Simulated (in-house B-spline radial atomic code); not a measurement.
# Ge²⁰⁺: ionisation energy by several methods

Wanted: one ionisation energy, Ge²⁰⁺ to configuration [Ne] 3s1, up the ladder of functionals.

Method: non-relativistic, several functionals, spin-polarised; spherical all-electron atom at the radial basis limit. Code: in-house B-spline radial atomic code version 1.

**1. Starting point**

| Quantity | Value |
| --- | --- |
| element | germanium (Z = 32) |
| charge | +20 |
| electrons | 12 |
| configuration | [Ne] 3s2 |
| nucleus | point |

The outer shells:

[Ne] 3s2
```
[Ne] core
3s [↑↓]
```

Where spins are not typed, each open shell is filled with up spins first.

**2. r2SCAN, a meta-GGA**

The run's settings:

```ini
Z = 32
electrons = 12.0
configuration = [Ne] 3s2
hamiltonian = nr
method = r2scan
spin_polarised = True
```

The program writes no log. Results of the run, from its result record (rounded, main fields):

```text
status: converged
scf [iteration, energy, orbital gradient]:
  - [1, -1845.62602297, 0.108]
  - [2, -1845.6290707, 0.00206]
  - [3, -1845.62907195, 0.00105]
  - [4, -1845.62907224, 0.000536]
  - [5, -1845.62907234, 1.2e-05]
  - [6, -1845.62907234, 1.67e-06]
  - [7, -1845.62907234, 3.63e-08]
energy [hartree]: {"total": -1845.62907234, "kinetic": 1845.14518775, "nuclear": -3984.95622495, "coulomb": 347.970663607, "xc": -53.788698743}
orbitals [hartree, bohr; up spins, the down spins are equal]:
  - ["name", "occ", "eps", "<r>", "<r^2>", "<1/r>", "r_max", "density_at_nucleus", "spin_orbit_zeta"]
  - ["1s up", 1.0, -428.94156, 0.047843, 0.0030665, 31.509, 0.031585, 10115.0, "-"]
  - ["2s up", 1.0, -78.982799, 0.21014, 0.051834, 7.0446, 0.17814, 1005.7, "-"]
  - ["2p up", 3.0, -73.757102, 0.18186, 0.040237, 6.9852, 0.14158, "-", 0.77448]
  - ["3s up", 1.0, -29.693641, 0.526, 0.31369, 2.756, 0.49451, 228.66, "-"]
sum_r [bohr^k]: {"-1": 124.5299, "1": 2.659152, "2": 0.9786039}
density_at_nucleus [bohr^-3]: 22698.01
spin_density_at_nucleus [bohr^-3]: 0.0
mass_velocity [hartree]: -81.50045
darwin [hartree]: 60.75588
radius_at_0.001 [bohr]: 1.24
radius_enclosing [bohr]: {"0.5": 0.1713, "0.9": 0.4863, "0.99": 0.81}
slater [hartree]:
  F0(2p up,2p up): 5.0099
  F2(2p up,2p up): 2.3833
  F0(2p up,2p down): 5.0099
  F2(2p up,2p down): 2.3833
  F0(2p up,3s up): 2.2334
  G1(2p up,3s up): 0.22435
  F0(2p up,3s down): 2.2334
  F0(2p down,2p down): 5.0099
  F2(2p down,2p down): 2.3833
  F0(2p down,3s up): 2.2334
  F0(2p down,3s down): 2.2334
  G1(2p down,3s down): 0.22435
  F0(3s up,3s up): 1.7053
  F0(3s up,3s down): 1.7053
  F0(3s down,3s down): 1.7053
ionisation_energy [hartree]: 30.2676998
```

Run time: 0.11 s. Hardware: 1 thread, shared host.

The run also solves the next ion with the same method; the record keeps the difference, ionisation_energy. radius_at_0.001 is where the density falls to 0.001 electrons per bohr³. Meta-GGA runs start from a PBE run whose iterations are not counted.

Radial density 4πr²n(r) and radial functions P(r) = rR(r):

```tsv
r (bohr)	4πr²n	2p down	3s down
0.00289	1.980	0.0076	0.1411
0.00405	3.610	0.0146	0.1903
0.00569	6.417	0.0280	0.2531
0.00800	10.94	0.0534	0.3290
0.0112	17.49	0.0994	0.4119
0.0158	25.97	0.1840	0.4913
0.0222	34.23	0.3286	0.5375
0.0312	38.74	0.5643	0.5073
0.0438	36.66	0.9163	0.3457
0.0615	31.03	1.3820	0.0133
0.0864	31.29	1.8867	-0.4525
0.121	40.00	2.2438	-0.8527
0.170	41.78	2.2194	-0.8495
0.240	25.18	1.6923	-0.1602
0.336	9.352	0.9185	0.9241
0.473	5.879	0.3048	1.5872
0.664	3.044	0.0536	1.2286
0.933	0.4104	0.0037	0.4529
1.31	0.008970	0.0001	0.0670
1.84	1.694e-05	0.0000	0.0029
```

Clear maxima of the radial density (full grid of the record): 0.031, 0.14 bohr.

**3. LDA (PW92)**

The run's settings:

```ini
Z = 32
electrons = 12.0
configuration = [Ne] 3s2
hamiltonian = nr
method = lda,pw
spin_polarised = True
```

Results of the run:

```text
status: converged
iterations: 7
energy [hartree]: {"total": -1842.37118522, "kinetic": 1841.39117382, "nuclear": -3981.01342584, "coulomb": 347.727286891, "xc": -50.4762200923}
orbitals [hartree, bohr; up spins, the down spins are equal]:
  - ["name", "occ", "eps", "<r>"]
  - ["1s up", 1.0, -427.13029, 0.047902]
  - ["2s up", 1.0, -78.458501, 0.21089]
  - ["2p up", 3.0, -73.436811, 0.18207]
  - ["3s up", 1.0, -29.672093, 0.52464]
sum_r [bohr^k]: {"-1": 124.4067, "1": 2.65928, "2": 0.9775735}
ionisation_energy [hartree]: 30.3589057
```

Run time: 0.08 s. Hardware: 1 thread, shared host.

**4. PW91, a GGA**

The run's settings:

```ini
Z = 32
electrons = 12.0
configuration = [Ne] 3s2
hamiltonian = nr
method = pw91,pw91
spin_polarised = True
```

Results of the run:

```text
status: converged
iterations: 7
energy [hartree]: {"total": -1845.68597151, "kinetic": 1845.17325318, "nuclear": -3985.02049407, "coulomb": 347.999896204, "xc": -53.8386268234}
orbitals [hartree, bohr; up spins, the down spins are equal]:
  - ["name", "occ", "eps", "<r>"]
  - ["1s up", 1.0, -427.92981, 0.047837]
  - ["2s up", 1.0, -78.588412, 0.21057]
  - ["2p up", 3.0, -73.506646, 0.18194]
  - ["3s up", 1.0, -29.691533, 0.52463]
sum_r [bohr^k]: {"-1": 124.5319, "1": 2.657684, "2": 0.9768296}
ionisation_energy [hartree]: 30.3909456
```

Run time: 0.05 s. Hardware: 1 thread, shared host.

**5. fractional-occupation HF**

The run's settings:

```ini
Z = 32
electrons = 12.0
configuration = [Ne] 3s2
hamiltonian = nr
method = hf,
spin_polarised = True
```

Results of the run:

```text
status: converged
iterations: 8
energy [hartree]: {"total": -1845.19777322, "kinetic": 1845.19777318, "nuclear": -3985.03905303, "coulomb": 348.011477036, "exact_exchange": -53.3679704116}
orbitals [hartree, bohr; up spins, the down spins are equal]:
  - ["name", "occ", "eps", "<r>"]
  - ["1s up", 1.0, -436.08127, 0.047809]
  - ["2s up", 1.0, -81.541954, 0.20929]
  - ["2p up", 3.0, -75.801332, 0.18184]
  - ["3s up", 1.0, -30.249916, 0.52686]
sum_r [bohr^k]: {"-1": 124.5325, "1": 2.658935, "2": 0.9788236}
ionisation_energy [hartree]: 30.2431895
```

It took 0.09 s on 1 thread, shared host.

**6. HSE06, a range-separated hybrid**

The run's settings:

```ini
Z = 32
electrons = 12.0
configuration = [Ne] 3s2
hamiltonian = nr
method = hse06
spin_polarised = True
```

Results of the run:

```text
status: converged
iterations: 7
energy [hartree]: {"total": -1845.47952697, "kinetic": 1845.00708761, "nuclear": -3984.82137236, "coulomb": 347.966194573, "exact_exchange": -13.1503342652, "xc": -40.4811025315}
orbitals [hartree, bohr; up spins, the down spins are equal]:
  - ["name", "occ", "eps", "<r>"]
  - ["1s up", 1.0, -429.90117, 0.047827]
  - ["2s up", 1.0, -79.315458, 0.21024]
  - ["2p up", 3.0, -74.052736, 0.18196]
  - ["3s up", 1.0, -29.824558, 0.52505]
sum_r [bohr^k]: {"-1": 124.5257, "1": 2.657989, "2": 0.9770881}
ionisation_energy [hartree]: 30.3604189
```

Run time: 0.15 s. Hardware: 1 thread, shared host.

**7. BHandHLYP, a global hybrid**

The run's settings:

```ini
Z = 32
electrons = 12.0
configuration = [Ne] 3s2
hamiltonian = nr
method = bhandhlyp
spin_polarised = True
```

Results of the run:

```text
status: converged
iterations: 8
energy [hartree]: {"total": -1845.77320746, "kinetic": 1845.23560745, "nuclear": -3985.08342585, "coulomb": 348.007578943, "exact_exchange": -26.6777440437, "xc": -27.2552239497}
orbitals [hartree, bohr; up spins, the down spins are equal]:
  - ["name", "occ", "eps", "<r>"]
  - ["1s up", 1.0, -432.04497, 0.047823]
  - ["2s up", 1.0, -80.08579, 0.20993]
  - ["2p up", 3.0, -74.678241, 0.18189]
  - ["3s up", 1.0, -29.992263, 0.5258]
sum_r [bohr^k]: {"-1": 124.5339, "1": 2.658446, "2": 0.9781294}
ionisation_energy [hartree]: 30.3347095
```

Run time: 0.1 s. Hardware: 1 thread, shared host.

**8. exchange-only LDA**

The run's settings:

```ini
Z = 32
electrons = 12.0
configuration = [Ne] 3s2
hamiltonian = nr
method = lda,
spin_polarised = True
```

Results of the run:

```text
status: converged
iterations: 7
energy [hartree]: {"total": -1841.05431348, "kinetic": 1841.05432819, "nuclear": -3980.62080372, "coulomb": 347.664368387, "xc": -49.1522063345}
orbitals [hartree, bohr; up spins, the down spins are equal]:
  - ["name", "occ", "eps", "<r>"]
  - ["1s up", 1.0, -426.99043, 0.047903]
  - ["2s up", 1.0, -78.345517, 0.21092]
  - ["2p up", 3.0, -73.320798, 0.1821]
  - ["3s up", 1.0, -29.58867, 0.52491]
sum_r [bohr^k]: {"-1": 124.3944, "1": 2.660074, "2": 0.9783625}
ionisation_energy [hartree]: 30.2578972
```

Wall time 0.16 s (1 thread, shared host).

**9. Results**

| method | rung | total energy (hartree) | ΔSCF (eV) | −ε highest (eV) | ΔSCF less tabulated (eV) |
| --- | --- | --- | --- | --- | --- |
| LDA (PW92) | LDA | -1842.3712 | 826.11 | 807.42 (3s up) | -10.99 |
| exchange-only LDA | LDA | -1841.0543 | 823.36 | 805.15 (3s up) | -13.74 |
| PW91 | GGA | -1845.6860 | 826.98 | 807.95 (3s up) | -10.12 |
| r2SCAN | meta-GGA | -1845.6291 | 823.63 | 808.01 (3s up) | -13.47 |
| BHandHLYP | global hybrid | -1845.7732 | 825.45 | 816.13 (3s up) | -11.65 |
| HSE06 | range-separated hybrid | -1845.4795 | 826.15 | 811.57 (3s up) | -10.95 |
| fractional-occupation HF | Hartree-Fock | -1845.1978 | 822.96 | 823.14 (3s up) | -14.14 |

**Reading.** Tables give 837.1 ± 1 eV (semi-empirical; NIST Atomic Spectra Database) for the ionisation energy. PW91 misses by -10.12 eV, the least, and fractional-occupation HF by -14.14 eV (1.7 %), the most. Mean absolute error by rung (exchange-only levels left out): LDA 10.99 eV, GGA 10.12 eV, meta-GGA 13.47 eV, global hybrid 11.65 eV, range-separated hybrid 10.95 eV. All methods miss on the same side by much the same amount, which points to something that they share. These runs lack relativity altogether, which can outweigh the gaps between the methods, so the nearest may be so by luck. These runs leave out relativity, which matters at this nuclear charge.

What each method cost (CPU seconds, one thread, shared host; runs marked * also made radial tables):

| method | CPU time | miss (eV) |
| --- | --- | --- |
| PW91 | 0.05 s | -10.12 |
| LDA (PW92)* | 0.08 s | -10.99 |
| fractional-occupation HF | 0.09 s | -14.14 |
| BHandHLYP | 0.1 s | -11.65 |
| r2SCAN* | 0.11 s | -13.47 |
| HSE06 | 0.15 s | -10.95 |
| exchange-only LDA | 0.16 s | -13.74 |
